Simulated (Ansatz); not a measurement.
**CH₆OSiTe: a ladder of functionals and wavefunction methods**

An exercise on one series of results from a longer session: the logs are not shown, and one member is left open.

The runs use Ansatz 0.2.0, Gaussian basis; functionals in def2-TZVPP, the program's frozen cores in correlated methods.

Plan: PBE-D4, r2SCAN-D4, PBE0-D4, B3LYP-D4, ωB97X-V, ωB97M-V, B2PLYP; CCSD(T)/def2-TZVPP; MP2/def2-QZVPP; extrapolation to the limit.

## The relaxed structure

An earlier PBE0-D4 in a triple-zeta def2 set relaxation fixed the geometry. Te takes the def2 core potential; no spin-orbit term is included.

SMILES `[SiH3]OC[TeH]`, 10 atoms, charge 0, spin multiplicity 1.

Atoms are counted from 1 here; the program's logs count them from 0.

Bond lengths: Si1–O2 1.653 Å, Si1–H5 1.480 Å, Si1–H6 1.484 Å, Si1–H7 1.490 Å, O2–C3 1.387 Å, C3–Te4 2.176 Å, C3–H8 1.090 Å, C3–H9 1.093 Å, Te4–H10 1.658 Å. Angles: O2–Si1–H5 105.5°, O2–Si1–H6 111.7°, O2–Si1–H7 109.4°, H5–Si1–H6 110.5°, H5–Si1–H7 110.9°, H6–Si1–H7 108.7°, Si1–O2–C3 124.3°, O2–C3–Te4 115.9°, O2–C3–H8 108.8°, O2–C3–H9 112.6°, Te4–C3–H8 104.1°, Te4–C3–H9 105.7°, H8–C3–H9 109.2°, C3–Te4–H10 93.4°.

Coordinates:

| atom | x (Å) | y (Å) | z (Å) |
| --- | --- | --- | --- |
| Si1 | 0.2247 | 1.4507 | -0.3829 |
| O2 | -0.9600 | 0.2992 | -0.3339 |
| C3 | -0.8529 | -0.9046 | 0.3462 |
| Te4 | 0.5344 | -2.3527 | -0.4982 |
| H5 | -0.4340 | 2.6748 | -0.8896 |
| H6 | 1.3407 | 1.0526 | -1.2772 |
| H7 | 0.7641 | 1.6656 | 0.9890 |
| H8 | -1.8170 | -1.4116 | 0.3168 |
| H9 | -0.5467 | -0.7732 | 1.3874 |
| H10 | 1.8298 | -1.7520 | 0.3453 |

The first run:

The input, in.yaml:

```yaml
crystal:
  periodic: [false, false, false]
  atoms:
    - {symbol: Si, position_ang: [0.224739, 1.450710, -0.382945]}
    - {symbol: O, position_ang: [-0.959973, 0.299249, -0.333885]}
    - {symbol: C, position_ang: [-0.852852, -0.904640, 0.346178]}
    - {symbol: Te, position_ang: [0.534403, -2.352708, -0.498155]}
    - {symbol: H, position_ang: [-0.434015, 2.674824, -0.889585]}
    - {symbol: H, position_ang: [1.340674, 1.052573, -1.277250]}
    - {symbol: H, position_ang: [0.764062, 1.665636, 0.989009]}
    - {symbol: H, position_ang: [-1.817045, -1.411630, 0.316789]}
    - {symbol: H, position_ang: [-0.546685, -0.773228, 1.387419]}
    - {symbol: H, position_ang: [1.829788, -1.751986, 0.345325]}
basis:
  gaussian: {orbitals: def2-TZVPP}
hamiltonian: {xc: pbe, dispersion: d4}
output: {forces: true, orbitals: {seedname: orbitals}}
```

On the command line:

```
> ansatz run in.yaml --threads 4 --pin off --events-out ev --progress --plain --max-ram 10444MiB
```

Steps of the session up to this table: PBE-D4 (GGA); r2SCAN-D4 (meta-GGA); PBE0-D4 (hybrid); B3LYP-D4 (hybrid); ωB97X-V (range-separated); ωB97M-V (range-separated); B2PLYP (double hybrid); CCSD(T) in def2-TZVPP; MP2 in def2-QZVPP.

One table of the session follows, with a row left open; its other results are not shown here.

It belongs to the step «Atomisation energies». 

```
            method  atomisation energy (eV)
            PBE-D4                   33.476
         r2SCAN-D4                   33.129
           PBE0-D4                   32.892
          B3LYP-D4                   33.170
           ωB97X-V                   33.303
           ωB97M-V                        ?
            B2PLYP                   32.711
     HF/def2-TZVPP                   23.527
    MP2/def2-TZVPP                   32.597
   CCSD/def2-TZVPP                   31.844
CCSD(T)/def2-TZVPP                   32.354
           MP2/CBS                   33.635
       CCSD(T)/CBS                   33.392
```

**Question.** Estimate the row for ωB97M-V.

The run gave: atomisation energy (eV): 33.114. In the column «atomisation energy (eV)» it lies between PBE0-D4 (32.892) and r2SCAN-D4 (33.129).

To keep in mind: Free atoms (1 Si, 1 O, 1 C, 1 Te, 6 H) were run apart at each level; the atomisation energy is their sum less the molecule, without zero-point or spin-orbit terms.
